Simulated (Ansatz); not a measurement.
# SiGeH₄ (singlet): from Hartree-Fock to the top rungs, cc-pVDZ

Aim: climb from Hartree-Fock through coupled cluster for SiGeH₄ (singlet) at one geometry and basis, and see what each rung misses.

The runs use Ansatz 0.2.0, Gaussian basis; cc-pVDZ, core rule «outside noble gas», up to 19 orbitals frozen.

Plan: UHF; CCSD(T) on RHF; CCSD(T) on UHF; BCCD(T) on RHF; CISD; CCSDT(Q) on RHF; CCSDT(Q) on UHF; CCSDTQ on RHF.

4 further runs of the same task are left out: 4 set aside as unsound or not needed.

## 1. The geometry

The geometry is a PBE0/def2-TZVP stationary point (not a proven minimum). No spin-orbit coupling is included. The filled d shell of Ge may be among the frozen orbitals whatever the setting's name suggests; the logs give the count.

6 atoms, charge 0, spin multiplicity 1.

Atoms are counted from 1 here; the program's logs count them from 0.

Bond lengths: Si1–Ge2 2.457 Å, Si1–H3 1.489 Å, Si1–H4 1.494 Å, Si1–H5 1.494 Å, Ge2–H6 1.593 Å. Angles: Ge2–Si1–H3 118.9°, Ge2–Si1–H4 107.4°, Ge2–Si1–H5 107.4°, H3–Si1–H4 107.9°, H3–Si1–H5 107.9°, H4–Si1–H5 106.6°, Si1–Ge2–H6 92.7°.

## 2. UHF

File in.yaml:

```yaml
crystal:
  periodic: [false, false, false]
  atoms:
    - {symbol: Si, position_ang: [0.000000, 0.027795, 1.712649]}
    - {symbol: Ge, position_ang: [0.000000, -0.030704, -0.744071]}
    - {symbol: H, position_ang: [0.000000, 1.348061, 2.400385]}
    - {symbol: H, position_ang: [1.197551, -0.733921, 2.178541]}
    - {symbol: H, position_ang: [-1.197551, -0.733921, 2.178541]}
    - {symbol: H, position_ang: [0.000000, 1.558094, -0.855589]}
basis:
  gaussian: {orbitals: cc-pVDZ}
magnetization: {spin_polarized: true, initial_magnetization: 0}
hamiltonian: {xc: hf}
output: {orbitals: {seedname: orbitals}}
```

The run is started by

```sh
$ ansatz run in.yaml --threads 1 --pin off --events-out ev --progress --plain --max-ram 4096MiB --backend cpu
```

After this run come: CCSD(T) on RHF; CCSD(T) on UHF; BCCD(T) on RHF; CISD; CCSDT(Q) on RHF; CCSDT(Q) on UHF; CCSDTQ on RHF.

Before running them: what should the planned runs give, taken together? Wanted: RCCSDTQ below the RHF energy; RMP2 from RCCSDTQ; RCCSD from RCCSDTQ; RCCSD(T) from RCCSDTQ; RCCSDT(Q) from RCCSDTQ; T1 diagnostic.

**Answer**, as computed:

```
                         quantity                                 value
     RCCSDTQ below the RHF energy                            -6.4127 eV
                RMP2 from RCCSDTQ                       +33.75 kcal/mol
               RCCSD from RCCSDTQ                        +4.51 kcal/mol
            RCCSD(T) from RCCSDTQ                        +0.92 kcal/mol
           RCCSDT(Q) from RCCSDTQ                        +0.02 kcal/mol
levels within 1 kcal/mol (43 meV)  RCCSD(T), BCCD(T), RCCSDT, RCCSDT(Q)
                    T1 diagnostic                                 0.014
```

RCCSD(T) misses by +0.92 kcal/mol, 0.6 % of the correlation energy. These misses are within one basis, not against nature.
